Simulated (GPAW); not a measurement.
# BW (I4_1/amd) in GPAW: a series of runs

One crystal, BW, is run at these levels: LDA, PBEsol; tasks: single point.

All numbers are computed with GPAW 26.7.0; they aren't measurements. Logs are shortened: lines on timing, memory, paths and dates and some standing lists are left out, and cuts for length are marked. The log counts tension as positive stress, the text compression.

## Step 1: The crystal as given

Symmetry: I4_1/amd, No. 141, tetragonal system. The conventional cell has a = 3.115 Å, b = 3.115 Å, c = 16.930 Å, α = 90.00°, β = 90.00°, γ = 90.00°. Around W (site symmetry 2mm) lie 6 B at 2.24 to 2.35 Å. B (site symmetry 2mm) is surrounded by 2 B at 1.74 Å.

## Step 2: Single point, LDA

File run.py:

```python
from ase import Atoms
from ase.dft.bandgap import bandgap
from ase.io import write
from ase.units import GPa
from gpaw import GPAW, PW

atoms = Atoms(['W', 'W', 'W', 'W', 'B', 'B', 'B', 'B'],
              cell=[[-1.5575, 1.5575, 8.465],
                    [1.5575, -1.5575, 8.465],
                    [1.5575, 1.5575, -8.465]],
              scaled_positions=[[0.803, 0.803, 0.0],
                                [0.553, 0.053, 0.5],
                                [0.947, 0.447, 0.5],
                                [0.197, 0.197, 0.0],
                                [0.648, 0.648, 0.0],
                                [0.398, 0.898, 0.5],
                                [0.102, 0.602, 0.5],
                                [0.352, 0.352, 0.0]],
              pbc=True)

calc = GPAW(mode=PW(600),
            xc='LDA',
            kpts={'size': (6, 6, 6), 'gamma': True},
            occupations={'name': 'fermi-dirac', 'width': 0.05},
            nbands=61,
            maxiter=120,
            txt='gpaw.txt')
atoms.calc = calc
energy = atoms.get_potential_energy()
forces = atoms.get_forces()
stress = atoms.get_stress()
calc.write('gs.gpw')
write('result.traj', atoms)
print(f'Energy: {energy:.6f} eV')
print('Forces (eV/A):')
print(forces.round(4))
print('Stress (GPa):', (stress / GPa).round(3))
print('Fermi level:', round(calc.get_fermi_level(), 4), 'eV')
print(f'Gap: {bandgap(calc)[0]:.4f} eV, direct: {bandgap(calc, direct=True)[0]:.4f} eV')
```

Potentials or basis: the program's PAW data sets (release 1.2.1) made for this functional, pw.

Run with:

```console
$ OMP_NUM_THREADS=1 python run.py
```

gpaw.txt:

```text
__  _  _
 | _ |_)|_||  |
 |__||  | ||/\| - 26.7.0

Input parameters:
  mode=PW(ecut=600.0),
  kpts=MonkhorstPack(size=(6, 6, 6), gamma=True),
  maxiter=120,
  nbands=61,
  occupations=Occupations(name='fermi-dirac', width=0.05),
  xc=XC(name='LDA')

Diagonalizing LCAO Hamiltonian
Converting LCAO to pw mode

       W

       B

        W

           B
       B

       W

           B
        W

Atoms  # Å, Bohr magnetons
|   | symbol |         x |         y |         z |    initial magnetic moments |
|---|--------|-----------|-----------|-----------|-----------------------------|
| 0 |      W |  0.000000 | -0.000000 | 13.594790 | ( 0.0000,  0.0000,  0.0000) |
| 1 |      W | -0.000000 |  1.557500 |  0.897290 | ( 0.0000,  0.0000,  0.0000) |
| 2 |      W |  0.000000 |  1.557500 |  7.567710 | ( 0.0000,  0.0000,  0.0000) |
| 3 |      W |  0.000000 | -0.000000 |  3.335210 | ( 0.0000,  0.0000,  0.0000) |
| 4 |      B |  0.000000 | -0.000000 | 10.970640 | ( 0.0000,  0.0000,  0.0000) |
| 5 |      B |  1.557500 |  0.000000 |  6.738140 | ( 0.0000,  0.0000,  0.0000) |
| 6 |      B |  1.557500 |  0.000000 |  1.726860 | ( 0.0000,  0.0000,  0.0000) |
| 7 |      B | -0.000000 |  0.000000 |  5.959360 | ( 0.0000,  0.0000,  0.0000) |

Unit cell  # Å
| periodic |         x |         y |         z |  lengths |     angles |
|----------|-----------|-----------|-----------|----------|------------|
|      yes | -1.557500 |  1.557500 |  8.465000 | 8.746876 | 159.486022 |
|      yes |  1.557500 | -1.557500 |  8.465000 | 8.746876 | 159.486022 |
|      yes |  1.557500 |  1.557500 | -8.465000 | 8.746876 |  29.170464 |

Number of symmetries: 8
Symmetry operations  # r_c * U_cc + t_c -> r_c
|   | kind |            matrix            |
|---|------|------------------------------|
| 0 |  σ   |  1, 1, 1,  0, 0,-1,  0,-1, 0 |
| 1 |  E   |  1, 0, 0,  0, 1, 0,  0, 0, 1 |
| 2 |  C2  |  0, 1, 0,  1, 0, 0, -1,-1,-1 |
| 3 |  S4  |  0, 0, 1, -1,-1,-1,  0, 1, 0 |
| 4 |  σ   |  0, 0,-1,  1, 1, 1, -1, 0, 0 |
| 5 |  C2  |  0,-1, 0, -1, 0, 0,  0, 0,-1 |
| 6 |  C2  | -1, 0, 0,  0,-1, 0,  1, 1, 1 |
| 7 |  S4  | -1,-1,-1,  0, 0, 1,  1, 0, 0 |

BZ-sampling:
  Number of BZ points: 216
  Number of IBZ points: 30

  Monkhorst-Pack size: [6, 6, 6]
  Monkhorst-Pack shift: [0.08333333333333333, 0.08333333333333333, 0.08333333333333333]

K-points  # in reciprocal-cell coordinates
|     |                                coordinates |     weight |
|-----|--------------------------------------------|------------|
|   0 | (  0.00000000,   0.00000000,   0.00000000) | 0.00462963 |
|   1 | (  0.16666667,  -0.16666667,   0.00000000) | 0.01851852 |
|   2 | (  0.16666667,  -0.16666667,   0.16666667) | 0.01851852 |
|   3 | (  0.16666667,   0.00000000,   0.00000000) | 0.03703704 |
|   4 | (  0.16666667,   0.16666667,  -0.16666667) | 0.00925926 |
|   5 | (  0.33333333,  -0.33333333,   0.00000000) | 0.01851852 |
|   6 | (  0.33333333,  -0.33333333,   0.16666667) | 0.03703704 |
|   7 | (  0.33333333,  -0.33333333,   0.33333333) | 0.01851852 |
|   8 | (  0.33333333,  -0.16666667,   0.00000000) | 0.07407407 |
|   9 | (  0.33333333,  -0.16666667,   0.16666667) | 0.03703704 |
| ... |                                            |            |
|  29 | (  0.50000000,   0.50000000,   0.50000000) | 0.00462963 |

Plane wave coefficients: 2760
Cutoff: 600.0 eV

Spin-components: 1 (collinear spins)
Bands:           61
Projectors:      44
Spin-degeneracy: 2
Datatype:        complex128

Parallelization:
  kpt:    1
  domain: 1
  band:   1

Density:
  Valence electrons: 68.0
  Components: 1
  Grid points: [50 50 50]
  Charge: 0.0  # |e|

Potential:
  Grid points: [50 50 50]

species:
  W:
    name:    Tungsten
    Z:       74.0
    valence: 14
    core:    60
    charge:  0.0  # [|e|]
    compensation charges:
      type: gauss
      rc: 0.40  # [Å]
      lmax: 2
    cutoffs:
      filter: 2.36  # [Å]
      core: 3.02  # [Å]
    projectors
    | kind |    occ | energy [eV] | rcut [Å] |
    |------|--------|-------------|----------|
    |   5s |  2.000 |     -79.053 |    1.344 |
    |   6s |  2.000 |      -5.886 |    1.344 |
    |   5p |  6.000 |     -43.417 |    1.355 |
    |   6p |  0.000 |      -1.469 |    1.355 |
    |   5d |  4.000 |      -4.693 |    1.228 |
    |    d |        |      22.518 |    1.228 |

    Using partial waves for W as LCAO basis

  B:
    name:    Boron
    Z:       5.0
    valence: 3
    core:    2
    charge:  0.0  # [|e|]
    compensation charges:
      type: gauss
      rc: 0.20  # [Å]
      lmax: 2
    cutoffs:
      filter: 1.14  # [Å]
      core: 1.42  # [Å]
    projectors
    | kind |    occ | energy [eV] | rcut [Å] |
    |------|--------|-------------|----------|
    |   2s |  2.000 |      -9.383 |    0.635 |
    |   2p |  1.000 |      -3.714 |    0.635 |
    |    s |        |      17.828 |    0.635 |
    |    p |        |      23.498 |    0.635 |
    |    d |        |       0.000 |    0.635 |

    Using partial waves for B as LCAO basis

Reference energy: -1756714.881991  # eV

eigensolver:
  PPCG
  Converge bands: occupied
  niter=2

density mixing:
  MSR1-Mixer
  Pratt-step length: 0.05
  Maximum mixing coefficient: 0.75
  Old densities: 10
  SVD Regularization: 0.005
  Good broyden scale: 1.0
  Trust region scale: 1.0
  Backstep threshold: 4.0
  History deletion threshold: 6.0
  Fourier metric: weight=20.0, sigma=0.015

occupation numbers:
  Fermi-Dirac:
    width: 0.0500  # eV

poisson solver:
  ecut: 4800.0  # eV

xc functional:
  name: None

convergence criteria:
- Maximum [total energy] change in last 3 cyles: 0.0005 eV / valence electron
- Maximum integral of absolute [dens]ity change: 0.0001 electrons / valence electron
- Maximum integral of absolute [eigenst]ate change: 4e-08 eV^2 / valence electron
maximum number of iterations: 120

SCF iterations
|iter     | |      energy | eigst |  dens |
|---------|-|-------------|-------|-------|
|iter:   1| |  -88.223218 | +0.25 |       |
|iter:   2| |  -87.051693 | -1.91 | -1.07 |
|iter:   3| |  -84.384078 | -0.97 | -1.12 |
|iter:   4| |  -84.054661 | -2.11 | -1.60 |
|iter:   5| |  -84.063265 | -3.49 | -2.12 |
|iter:   6| |  -84.144677 | -3.51 | -2.41 |
|iter:   7| |  -84.065787 | -3.72 | -1.97 |
|iter:   8| |  -84.065789 | -5.53 | -3.29 |
|iter:   9| |  -84.065786c| -6.66 | -3.76 |
|iter:  10| |  -84.065786c| -8.09c| -4.48c|

Converged in 10 steps
Energy contributions relative to reference atoms: (reference = -1756714.881991)

Energy contributions:
  Kinetic:          65.889784
  Coulomb:         -62.109376
  Zero:             -0.290389
  External:          0.000000
  Xc:              -87.546894
  Entropy:          -0.017823
  Spinorbit:         0.000000
  ----------------------------
  Free energy:     -84.074698
  Extrapolated:    -84.065786

dipole moment: (-23.454418, -9.341801, 89.123689)  # |e|*Ang

Fermi level: 15.159
Eigenvalues  # (at kpt = [0.000, 0.000, 0.000])
| band index |      eig [eV] | occ [0-2] |
|------------|---------------|-----------|
|          0 |       -59.189 |     2.000 |
|        ... |               |           |
|         25 |        10.012 |     2.000 |
|         26 |        10.106 |     2.000 |
|         27 |        11.377 |     2.000 |
|         28 |        11.552 |     2.000 |
|         29 |        11.887 |     2.000 |
|         30 |        14.106 |     2.000 |
[... 8 lines left out ...]
|         39 |        17.430 |     0.000 |
|         40 |        17.922 |     0.000 |
|        ... |               |           |
|         60 |        33.505 |     0.000 |

No gap
No difference between direct/indirect transitions

Forces  # eV/Ang
|        x |        y |        z |
|----------|----------|----------|
|  0.00000 |  0.00000 | -0.21981 |  # W    0
| -0.00000 |  0.00000 | -0.21954 |  # W    1
|  0.00000 | -0.00000 |  0.21954 |  # W    2
|  0.00000 |  0.00000 |  0.21981 |  # W    3
|  0.00000 | -0.00000 |  1.92546 |  # B    4
|  0.00000 | -0.00000 |  1.92544 |  # B    5
| -0.00000 |  0.00000 | -1.92544 |  # B    6
| -0.00000 |  0.00000 | -1.92546 |  # B    7

Stress tensor  # eV/Ang^3
|        x |        y |         z |
|----------|----------|-----------|
| 0.041693 | 0.000000 |  0.000000 |
| 0.000000 | 0.041693 |  0.000000 |
| 0.000000 | 0.000000 | -0.005343 |

# Writing to gs.gpw (mode='')
```

Run time: 8.1 min. Hardware: 1 thread of Arm Neoverse V1, shared host; peak memory 0.67 GiB.

Results:

```
Free energy            : -84.0747 eV
Pressure               : -4.2 GPa
Largest force          : 1.925 eV/Å
Band gap on the k mesh : none (metal or under the smearing width)
```

Forces on the atoms (eV/Å):
```
W    0.000  0.000 -0.220
W    0.000  0.000 -0.220
W    0.000  0.000  0.220
W    0.000  0.000  0.220
B    0.000  0.000  1.925
B    0.000  0.000  1.925
B    0.000  0.000 -1.925
B    0.000  0.000 -1.925
```

Caveat: the k mesh is coarse (spacing up to 0.48 Å⁻¹), so the values aren't converged; the cutoff is short for stress and forces, so pressures can be off by a GPa or more; the program warned that so skewed a cell can give wrong results.

## Step 3: Single point, PBEsol

Changes to run.py since step 2:

```diff
@@ -4,3 +4,5 @@
 from ase.units import GPa
-from gpaw import GPAW, PW
+from gpaw import GPAW, PW, setup_paths
+
+setup_paths.insert(0, '.')
 
@@ -21,3 +23,3 @@
 calc = GPAW(mode=PW(600),
-            xc='LDA',
+            xc='PBEsol',
             kpts={'size': (6, 6, 6), 'gamma': True},
```

Potentials or basis: PAW data sets generated in the run's folder for this functional, pw.

Run with:

```console
$ gpaw-setup -f PBEsol B W
$ OMP_NUM_THREADS=1 python run.py
```

gpaw.txt:

```text
__  _  _
 | _ |_)|_||  |
 |__||  | ||/\| - 26.7.0

Input parameters:
  mode=PW(ecut=600.0),
  kpts=MonkhorstPack(size=(6, 6, 6), gamma=True),
  maxiter=120,
  nbands=61,
  occupations=Occupations(name='fermi-dirac', width=0.05),
  xc=XC(name='PBEsol')

Diagonalizing LCAO Hamiltonian
Converting LCAO to pw mode

       W

       B

        W

           B
       B

       W

           B
        W

Atoms  # Å, Bohr magnetons
|   | symbol |         x |         y |         z |    initial magnetic moments |
|---|--------|-----------|-----------|-----------|-----------------------------|
| 0 |      W |  0.000000 | -0.000000 | 13.594790 | ( 0.0000,  0.0000,  0.0000) |
| 1 |      W | -0.000000 |  1.557500 |  0.897290 | ( 0.0000,  0.0000,  0.0000) |
| 2 |      W |  0.000000 |  1.557500 |  7.567710 | ( 0.0000,  0.0000,  0.0000) |
| 3 |      W |  0.000000 | -0.000000 |  3.335210 | ( 0.0000,  0.0000,  0.0000) |
| 4 |      B |  0.000000 | -0.000000 | 10.970640 | ( 0.0000,  0.0000,  0.0000) |
| 5 |      B |  1.557500 |  0.000000 |  6.738140 | ( 0.0000,  0.0000,  0.0000) |
| 6 |      B |  1.557500 |  0.000000 |  1.726860 | ( 0.0000,  0.0000,  0.0000) |
| 7 |      B | -0.000000 |  0.000000 |  5.959360 | ( 0.0000,  0.0000,  0.0000) |

Unit cell  # Å
| periodic |         x |         y |         z |  lengths |     angles |
|----------|-----------|-----------|-----------|----------|------------|
|      yes | -1.557500 |  1.557500 |  8.465000 | 8.746876 | 159.486022 |
|      yes |  1.557500 | -1.557500 |  8.465000 | 8.746876 | 159.486022 |
|      yes |  1.557500 |  1.557500 | -8.465000 | 8.746876 |  29.170464 |

Number of symmetries: 8
Symmetry operations  # r_c * U_cc + t_c -> r_c
|   | kind |            matrix            |
|---|------|------------------------------|
| 0 |  σ   |  1, 1, 1,  0, 0,-1,  0,-1, 0 |
| 1 |  E   |  1, 0, 0,  0, 1, 0,  0, 0, 1 |
| 2 |  C2  |  0, 1, 0,  1, 0, 0, -1,-1,-1 |
| 3 |  S4  |  0, 0, 1, -1,-1,-1,  0, 1, 0 |
| 4 |  σ   |  0, 0,-1,  1, 1, 1, -1, 0, 0 |
| 5 |  C2  |  0,-1, 0, -1, 0, 0,  0, 0,-1 |
| 6 |  C2  | -1, 0, 0,  0,-1, 0,  1, 1, 1 |
| 7 |  S4  | -1,-1,-1,  0, 0, 1,  1, 0, 0 |

BZ-sampling:
  Number of BZ points: 216
  Number of IBZ points: 30

  Monkhorst-Pack size: [6, 6, 6]
  Monkhorst-Pack shift: [0.08333333333333333, 0.08333333333333333, 0.08333333333333333]

K-points  # in reciprocal-cell coordinates
|     |                                coordinates |     weight |
|-----|--------------------------------------------|------------|
|   0 | (  0.00000000,   0.00000000,   0.00000000) | 0.00462963 |
|   1 | (  0.16666667,  -0.16666667,   0.00000000) | 0.01851852 |
|   2 | (  0.16666667,  -0.16666667,   0.16666667) | 0.01851852 |
|   3 | (  0.16666667,   0.00000000,   0.00000000) | 0.03703704 |
|   4 | (  0.16666667,   0.16666667,  -0.16666667) | 0.00925926 |
|   5 | (  0.33333333,  -0.33333333,   0.00000000) | 0.01851852 |
|   6 | (  0.33333333,  -0.33333333,   0.16666667) | 0.03703704 |
|   7 | (  0.33333333,  -0.33333333,   0.33333333) | 0.01851852 |
|   8 | (  0.33333333,  -0.16666667,   0.00000000) | 0.07407407 |
|   9 | (  0.33333333,  -0.16666667,   0.16666667) | 0.03703704 |
| ... |                                            |            |
|  29 | (  0.50000000,   0.50000000,   0.50000000) | 0.00462963 |

Plane wave coefficients: 2760
Cutoff: 600.0 eV

Spin-components: 1 (collinear spins)
Bands:           61
Projectors:      44
Spin-degeneracy: 2
Datatype:        complex128

Parallelization:
  kpt:    1
  domain: 1
  band:   1

Density:
  Valence electrons: 68.0
  Components: 1
  Grid points: [50 50 50]
  Charge: 0.0  # |e|

Potential:
  Grid points: [50 50 50]

species:
  W:
    name:    Tungsten
    Z:       74.0
    valence: 14
    core:    60
    charge:  0.0  # [|e|]
    compensation charges:
      type: gauss
      rc: 0.40  # [Å]
      lmax: 2
    cutoffs:
      filter: 2.36  # [Å]
      core: 3.02  # [Å]
    projectors
    | kind |    occ | energy [eV] | rcut [Å] |
    |------|--------|-------------|----------|
    |   5s |  2.000 |     -78.864 |    1.344 |
    |   6s |  2.000 |      -5.730 |    1.344 |
    |   5p |  6.000 |     -43.252 |    1.355 |
    |   6p |  0.000 |      -1.338 |    1.355 |
    |   5d |  4.000 |      -4.526 |    1.228 |
    |    d |        |      22.686 |    1.228 |

    Using partial waves for W as LCAO basis

  B:
    name:    Boron
    Z:       5.0
    valence: 3
    core:    2
    charge:  0.0  # [|e|]
    compensation charges:
      type: gauss
      rc: 0.20  # [Å]
      lmax: 2
    cutoffs:
      filter: 1.14  # [Å]
      core: 1.42  # [Å]
    projectors
    | kind |    occ | energy [eV] | rcut [Å] |
    |------|--------|-------------|----------|
    |   2s |  2.000 |      -9.361 |    0.635 |
    |   2p |  1.000 |      -3.555 |    0.635 |
    |    s |        |      17.850 |    0.635 |
    |    p |        |      23.657 |    0.635 |
    |    d |        |       0.000 |    0.635 |

    Using partial waves for B as LCAO basis

Reference energy: -1757234.514078  # eV

eigensolver:
  PPCG
  Converge bands: occupied
  niter=2

density mixing:
  MSR1-Mixer
  Pratt-step length: 0.05
  Maximum mixing coefficient: 0.75
  Old densities: 10
  SVD Regularization: 0.005
  Good broyden scale: 1.0
  Trust region scale: 1.0
  Backstep threshold: 4.0
  History deletion threshold: 6.0
  Fourier metric: weight=20.0, sigma=0.015

occupation numbers:
  Fermi-Dirac:
    width: 0.0500  # eV

poisson solver:
  ecut: 4800.0  # eV

xc functional:
  name: PBEsol with 2 nearest neighbor stencil

convergence criteria:
- Maximum [total energy] change in last 3 cyles: 0.0005 eV / valence electron
- Maximum integral of absolute [dens]ity change: 0.0001 electrons / valence electron
- Maximum integral of absolute [eigenst]ate change: 4e-08 eV^2 / valence electron
maximum number of iterations: 120

SCF iterations
|iter     | |      energy | eigst |  dens |
|---------|-|-------------|-------|-------|
|iter:   1| |  -84.838033 | +0.24 |       |
|iter:   2| |  -83.741989 | -1.94 | -1.07 |
|iter:   3| |  -81.256237 | -0.98 | -1.12 |
|iter:   4| |  -80.958260 | -2.12 | -1.61 |
|iter:   5| |  -80.969951 | -3.52 | -2.12 |
|iter:   6| |  -81.016204 | -3.74 | -2.43 |
|iter:   7| |  -80.974639 | -4.03 | -2.11 |
|iter:   8| |  -80.974644 | -5.79 | -3.30 |
|iter:   9| |  -80.974647c| -6.54 | -3.69 |
|iter:  10| |  -80.974647c| -7.91c| -4.47c|

Converged in 10 steps
Energy contributions relative to reference atoms: (reference = -1757234.514078)

Energy contributions:
  Kinetic:          66.391685
  Coulomb:         -62.758539
  Zero:             -0.138172
  External:          0.000000
  Xc:              -84.460759
  Entropy:          -0.017725
  Spinorbit:         0.000000
  ----------------------------
  Free energy:     -80.983510
  Extrapolated:    -80.974647

dipole moment: (-23.427822, -9.338329, 89.041979)  # |e|*Ang

Fermi level: 15.364
Eigenvalues  # (at kpt = [0.000, 0.000, 0.000])
| band index |      eig [eV] | occ [0-2] |
|------------|---------------|-----------|
|          0 |       -58.984 |     2.000 |
|        ... |               |           |
|         25 |        10.195 |     2.000 |
|         26 |        10.282 |     2.000 |
|         27 |        11.546 |     2.000 |
|         28 |        11.687 |     2.000 |
|         29 |        12.064 |     2.000 |
|         30 |        14.308 |     2.000 |
[... 8 lines left out ...]
|         39 |        17.649 |     0.000 |
|         40 |        18.146 |     0.000 |
|        ... |               |           |
|         60 |        33.630 |     0.000 |

No gap
No difference between direct/indirect transitions

Forces  # eV/Ang
|        x |        y |        z |
|----------|----------|----------|
|  0.00000 |  0.00000 | -0.34427 |  # W    0
| -0.00000 |  0.00000 | -0.34399 |  # W    1
|  0.00000 | -0.00000 |  0.34399 |  # W    2
|  0.00000 |  0.00000 |  0.34427 |  # W    3
|  0.00000 | -0.00000 |  2.08729 |  # B    4
|  0.00000 | -0.00000 |  2.08725 |  # B    5
| -0.00000 |  0.00000 | -2.08725 |  # B    6
| -0.00000 |  0.00000 | -2.08729 |  # B    7

Stress tensor  # eV/Ang^3
|         x |         y |         z |
|-----------|-----------|-----------|
| -0.002566 |  0.000000 |  0.000000 |
|  0.000000 | -0.002566 |  0.000000 |
|  0.000000 |  0.000000 | -0.049447 |

# Writing to gs.gpw (mode='')
```

It took 8.3 min on 1 thread of Arm Neoverse V1, shared host; peak memory 0.67 GiB.

What came out:

| Quantity | Value |
| --- | --- |
| Free energy | -80.9835 eV |
| Pressure | 2.9 GPa |
| Largest force | 2.087 eV/Å |
| Band gap on the k mesh | none (metal or under the smearing width) |

Forces in eV/Å, atoms in the order of the input:
```
W    0.000  0.000 -0.344
W    0.000  0.000 -0.344
W    0.000  0.000  0.344
W    0.000  0.000  0.344
B    0.000  0.000  2.087
B    0.000  0.000  2.087
B    0.000  0.000 -2.087
B    0.000  0.000 -2.087
```

Caveat: the k mesh is coarse (spacing up to 0.48 Å⁻¹), so the values aren't converged; the cutoff is short for stress and forces, so pressures can be off by a GPa or more; the program warned that so skewed a cell can give wrong results. The run has no spin-orbit coupling, so splittings on W are missing.
